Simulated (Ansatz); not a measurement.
**BClH₃OSi radical: one species, many methods**

The task here is to estimate one member of a computed series from the others.

The runs use Ansatz 0.2.0, Gaussian basis; functionals in def2-TZVPP, the program's frozen cores in correlated methods.

Levels to be run: LDA (SPW92), PBE-D4, revPBE-D4, BLYP-D4, r2SCAN-D4, B97M-V, PBE0-D4, B3LYP-D4, r2SCANh-D4, r2SCAN0-D4, HSE06-D4, BHLYP-D4, CAM-B3LYP-D4, LC-ωPBE, ωB97X-V, ωB97M-V, B2PLYP, PBE-QIDH; CCSD(T)/def2-SVP; CCSD(T)/def2-TZVPP; MP2/def2-QZVPP; extrapolation to the limit; RPA on PBE.

## Structure used throughout

All runs share one geometry, relaxed beforehand with PBE0-D4 in a triple-zeta def2 set.

SMILES `[SiH3]O[B]Cl`, 7 atoms, charge 0, spin multiplicity 2.

Atoms are counted from 1 here; the program's logs count them from 0.

Bond lengths: Si1–O2 1.667 Å, Si1–H5 1.480 Å, Si1–H6 1.482 Å, Si1–H7 1.480 Å, O2–B3 1.324 Å, B3–Cl4 1.747 Å. Angles: O2–Si1–H5 107.1°, O2–Si1–H6 109.9°, O2–Si1–H7 107.2°, H5–Si1–H6 110.9°, H5–Si1–H7 110.6°, H6–Si1–H7 110.9°, Si1–O2–B3 133.9°, O2–B3–Cl4 123.5°.

The first run:

The input, in.yaml:

```yaml
crystal:
  periodic: [false, false, false]
  atoms:
    - {symbol: Si, position_ang: [-0.572995, 0.775429, 0.374831]}
    - {symbol: O, position_ang: [0.044938, -0.648354, -0.233560]}
    - {symbol: B, position_ang: [1.256172, -1.042080, -0.596648]}
    - {symbol: Cl, position_ang: [1.605010, -2.636831, -1.219115]}
    - {symbol: H, position_ang: [-1.201285, 0.456845, 1.676092]}
    - {symbol: H, position_ang: [0.515614, 1.766642, 0.541205]}
    - {symbol: H, position_ang: [-1.586255, 1.260450, -0.588404]}
basis:
  gaussian: {orbitals: def2-TZVPP}
magnetization: {spin_polarized: true, initial_magnetization: 1}
hamiltonian: {xc: lda}
output: {orbitals: {seedname: orbitals}}
```

Steps of the session up to this table: LDA; PBE-D4 (GGA); revPBE-D4 (GGA); BLYP-D4 (GGA); r2SCAN-D4 (meta-GGA); B97M-V (meta-GGA); PBE0-D4 (hybrid); B3LYP-D4 (hybrid); r2SCANh-D4 (hybrid); r2SCAN0-D4 (hybrid); HSE06-D4 (hybrid); BHLYP-D4 (hybrid); CAM-B3LYP-D4 (range-separated); LC-ωPBE-D4 (range-separated; the results give it without D4); ωB97X-V (range-separated); ωB97M-V (range-separated); B2PLYP (double hybrid); PBE-QIDH (double hybrid).

One of the session's tables, all rows but one given; the rest of the session is left out.

It belongs to the step «Frontier levels by functional». 

| functional | HOMO (eV) | LUMO (eV) | gap (eV) |
| --- | --- | --- | --- |
| LDA (SPW92) | ? | ? | ? |
| PBE-D4 | -4.71 | -2.62 | 2.09 |
| revPBE-D4 | -4.68 | -2.46 | 2.22 |
| BLYP-D4 | -4.53 | -2.73 | 1.80 |
| r2SCAN-D4 | -5.12 | -2.01 | 3.11 |
| B97M-V | -4.81 | -2.79 | 2.02 |
| PBE0-D4 | -6.01 | -1.64 | 4.37 |
| B3LYP-D4 | -5.72 | -2.13 | 3.59 |
| r2SCANh-D4 | -5.59 | -1.71 | 3.88 |
| r2SCAN0-D4 | -6.31 | -1.29 | 5.02 |
| HSE06-D4 | -5.60 | -2.02 | 3.59 |
| BHLYP-D4 | -7.17 | -0.93 | 6.24 |
| CAM-B3LYP-D4 | -7.32 | -0.88 | 6.45 |
| LC-ωPBE | -8.79 | 0.65 | 9.45 |
| ωB97X-V | -8.25 | 0.03 | 8.28 |
| ωB97M-V | -7.87 | -0.21 | 7.67 |

Estimate the missing values for LDA (SPW92).

**Answer.** HOMO (eV): -4.70; LUMO (eV): -3.15; gap (eV): 1.55. In the column «HOMO (eV)» it lies between PBE-D4 (-4.71) and revPBE-D4 (-4.68).
